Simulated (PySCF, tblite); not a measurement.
# C4H11FOSi2: geometry, infrared bands and NMR shifts

Wanted: the infrared bands and NMR shifts of C4H11FOSi2 (`C[SiH](C)[SiH2][C@H](F)C=O`), by calculation.

Programs: tblite 0.8.0 and PySCF 2.14.0, with density-fitted response routines of our own. Each step states its level of theory. These are calculated values for one molecule in the gas phase, unless marked as measured. Atoms are numbered from 0 throughout.

## (1) The starting structure

19 atoms, charge 0, multiplicity 1; geometry from: force field or distance geometry start.

Bonds of the start (Å): C0–Si1 1.87, Si1–C2 1.85, Si1–Si3 2.24, Si3–C4 1.84, C4–F5 1.36, C4–C6 1.50, C6–O7 1.23, C0–H8 1.13, C0–H9 1.11, C0–H10 1.10, Si1–H11 1.46, C2–H12 1.10, C2–H13 1.11, C2–H14 1.10, Si3–H15 1.50, Si3–H16 1.46, C4–H17 1.13, C6–H18 1.10.

## (2) Geometry optimisation with GFN2-xTB

Job settings and geometry (Å):

```
{"job": {"kind": "relax", "xc": "GFN2-xTB", "basis": "xTB"}, "charge": 0, "multiplicity": 1}
C     -1.988000    -1.641500    -0.169700
Si    -1.097400    -0.066000    -0.628800
C     -2.161700     1.438200    -0.456100
Si     0.733500     0.227400     0.635000
C      2.173900    -0.445000    -0.297300
F      2.567700    -1.674000     0.128300
C      3.328000     0.507100    -0.344300
O      3.734700     0.915300    -1.436200
H     -2.867500    -1.431800     0.506300
H     -2.408000    -2.068300    -1.105400
H     -1.337300    -2.342700     0.375600
H     -0.676000    -0.200500    -2.019900
H     -1.636200     2.302800    -0.892900
H     -2.392700     1.670600     0.607000
H     -3.125000     1.341600    -0.985300
H      0.568700    -0.472300     1.956100
H      0.896400     1.638200     0.974300
H      1.845700    -0.546700    -1.378900
H      3.831300     0.856900     0.570100
```

Run with:

```console
> OMP_NUM_THREADS=1 python probes_run.py task.json out
```

One launch serves the whole session: the jobs run in the order shown.

**Question.** This job is followed by: GFN2-xTB harmonic vibrations, gas phase; GIAO PBE0/pcSseg-1 NMR shielding, non-relativistic, gas phase. What will the session give for the following? strongest single infrared mode (GFN2-xTB); zero-point energy (GFN2-xTB); 13C shifts against TMS (PBE0/pcSseg-1); 1H shifts against TMS (PBE0/pcSseg-1, means over atoms taken as alike); 29Si shifts against TMS (PBE0/pcSseg-1); 19F shifts against CFCl3 (PBE0/pcSseg-1); 17O shifts against H2O (PBE0/pcSseg-1); surface potential, 1st and 99th percentile.

As calculated:

```
                                                              quantity                                          value
                             strongest single infrared mode (GFN2-xTB)                          1751 cm⁻¹, 460 km/mol
                                          zero-point energy (GFN2-xTB)                                  84.9 kcal/mol
                                13C shifts against TMS (PBE0/pcSseg-1)                    207.6, 97.0, -3.0, -3.7 ppm
1H shifts against TMS (PBE0/pcSseg-1, means over atoms taken as alike)  10.42, 5.41, 4.56, 3.91, 3.71, 0.38, 0.23 ppm
                               29Si shifts against TMS (PBE0/pcSseg-1)                               -42.3, -67.3 ppm
                              19F shifts against CFCl3 (PBE0/pcSseg-1)                                     -263.2 ppm
                                17O shifts against H2O (PBE0/pcSseg-1)                                      656.2 ppm
                                 surface potential, 1st and 99th percentile                             -1.58 V and 1.21 V
```

What this shows: Over 198 steps the energy fell by 0.883 eV; of the close pairs, Si3–C4 changed most, 1.843 to 1.955 Å. All 51 modes are real, so the xTB geometry is a minimum. The strongest single mode, at 1751 cm⁻¹, moves mainly C6 and O7. GFN2-xTB is a fitted tight-binding method: band positions and strengths are rough. Its intensities can rank the bands wrongly. The most deshielded carbon is C6 (aldehyde carbonyl carbon), at 207.6 ppm: the double bond to the heteroatom, with no lone-pair donor beside it, deshields it most. H18 (hydrogen on an aldehyde carbonyl carbon) lies farthest downfield among hydrogen, at 10.42 ppm; the formyl region, downfield of aromatic protons. At PBE0/pcSseg-1: Shielding is most anisotropic at O7 (span 1348 ppm, paramagnetic term -715 ppm). By nearest atom (PBE0/pcSseg-1), the HOMO sits on O7 53 %; C4 13 % and the LUMO on C6 34 %; O7 25 %.
